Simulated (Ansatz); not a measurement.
# CH7AlSn: up Jacob's ladder to CCSD(T)

The task here is to estimate one member of a computed series from the others.

Program: Ansatz 0.2.0, Gaussian basis. Level of theory: functionals in def2-TZVPP, the program's frozen cores in correlated methods. These are calculated values, not measurements.

The runs, in order: LDA (SPW92), PBE-D4, revPBE-D4, BLYP-D4, r2SCAN-D4, B97M-V, PBE0-D4, B3LYP-D4, r2SCANh-D4, r2SCAN0-D4, HSE06-D4, BHLYP-D4, CAM-B3LYP-D4, LC-ωPBE, ωB97X-V, ωB97M-V, B2PLYP, PBE-QIDH; CCSD(T)/def2-SVP; CCSD(T)/def2-TZVPP; MP2/def2-QZVPP; extrapolation to the limit; RPA on PBE.

### The relaxed structure

An earlier PBE0-D4 in a triple-zeta def2 set relaxation fixed the geometry. Sn takes the def2 core potential; no spin-orbit term is included.

SMILES `[CH3][AlH][SnH3]`, 10 atoms, charge 0, spin multiplicity 1.

Atoms are counted from 1 here; the program's logs count them from 0.

Bond lengths: C1–Al2 1.951 Å, C1–H4 1.096 Å, C1–H5 1.092 Å, C1–H6 1.096 Å, Al2–Sn3 2.662 Å, Al2–H7 1.592 Å, Sn3–H8 1.714 Å, Sn3–H9 1.714 Å, Sn3–H10 1.714 Å. Angles: Al2–C1–H4 110.1°, Al2–C1–H5 113.7°, Al2–C1–H6 110.3°, H4–C1–H5 108.1°, H4–C1–H6 106.3°, H5–C1–H6 108.2°, C1–Al2–Sn3 122.1°, C1–Al2–H7 119.4°, Sn3–Al2–H7 118.4°, Al2–Sn3–H8 112.5°, Al2–Sn3–H9 113.7°, Al2–Sn3–H10 112.5°, H8–Sn3–H9 106.0°, H8–Sn3–H10 105.6°, H9–Sn3–H10 106.0°.

Set-up of the first run:

in.yaml

```yaml
crystal:
  periodic: [false, false, false]
  atoms:
    - {symbol: C, position_ang: [-1.360727, 1.231796, -0.839643]}
    - {symbol: Al, position_ang: [0.207067, 0.072799, -0.909783]}
    - {symbol: Sn, position_ang: [1.144142, -1.172592, 1.248567]}
    - {symbol: H, position_ang: [-1.092284, 2.247382, -1.151871]}
    - {symbol: H, position_ang: [-1.817350, 1.291730, 0.149958]}
    - {symbol: H, position_ang: [-2.122091, 0.884769, -1.546920]}
    - {symbol: H, position_ang: [0.961115, -0.140527, -2.295340]}
    - {symbol: H, position_ang: [1.172777, -2.876417, 1.063269]}
    - {symbol: H, position_ang: [0.233629, -0.867276, 2.668165]}
    - {symbol: H, position_ang: [2.756822, -0.722866, 1.616502]}
basis:
  gaussian: {orbitals: def2-TZVPP}
hamiltonian: {xc: lda}
output: {orbitals: {seedname: orbitals}}
```

The run is started by

```bash
$ ansatz run in.yaml --threads 2 --pin off --events-out ev --progress --plain --max-ram 4352MiB
```

Steps of the session up to this table: LDA; PBE-D4 (GGA); revPBE-D4 (GGA); BLYP-D4 (GGA); r2SCAN-D4 (meta-GGA); B97M-V (meta-GGA); B3LYP-D4 (hybrid); r2SCANh-D4 (hybrid); r2SCAN0-D4 (hybrid); HSE06-D4 (hybrid); BHLYP-D4 (hybrid); CAM-B3LYP-D4 (range-separated); LC-ωPBE (range-separated); ωB97X-V (range-separated); ωB97M-V (range-separated); B2PLYP (double hybrid); PBE-QIDH (double hybrid).

One of the session's tables, all rows but one given; the rest of the session is left out.

It belongs to the step «Orbital energies across the functionals». 

```
  functional  HOMO (eV)  LUMO (eV)  gap (eV)
 LDA (SPW92)      -6.26      -2.79      3.47
      PBE-D4      -6.16      -2.60      3.56
   revPBE-D4      -6.12      -2.51      3.62
     BLYP-D4      -6.03      -2.48      3.55
   r2SCAN-D4      -6.40      -2.36      4.04
      B97M-V      -6.47      -2.55      3.93
     PBE0-D4      -7.18      -1.87      5.31
    B3LYP-D4          ?          ?         ?
  r2SCANh-D4      -6.77      -2.11      4.66
  r2SCAN0-D4      -7.33      -1.74      5.59
    HSE06-D4      -6.79      -2.23      4.56
    BHLYP-D4      -8.09      -1.10      6.99
CAM-B3LYP-D4      -8.39      -0.92      7.47
     LC-ωPBE      -9.65       0.13      9.78
     ωB97X-V      -9.34       0.00      9.35
     ωB97M-V      -9.14      -0.26      8.88
```

Estimate the missing values for B3LYP-D4.

Worked estimate for «HOMO (eV)». Against the share of exact exchange, BLYP-D4 (0, -6.03), BHLYP-D4 (0.5, -8.09) give a slope of -4.12 per unit share; at 0.2 the line stands at -6.85.

As computed: HOMO (eV): -7.00; LUMO (eV): -2.06; gap (eV): 4.94. In «HOMO (eV)» the line misses by +0.15.
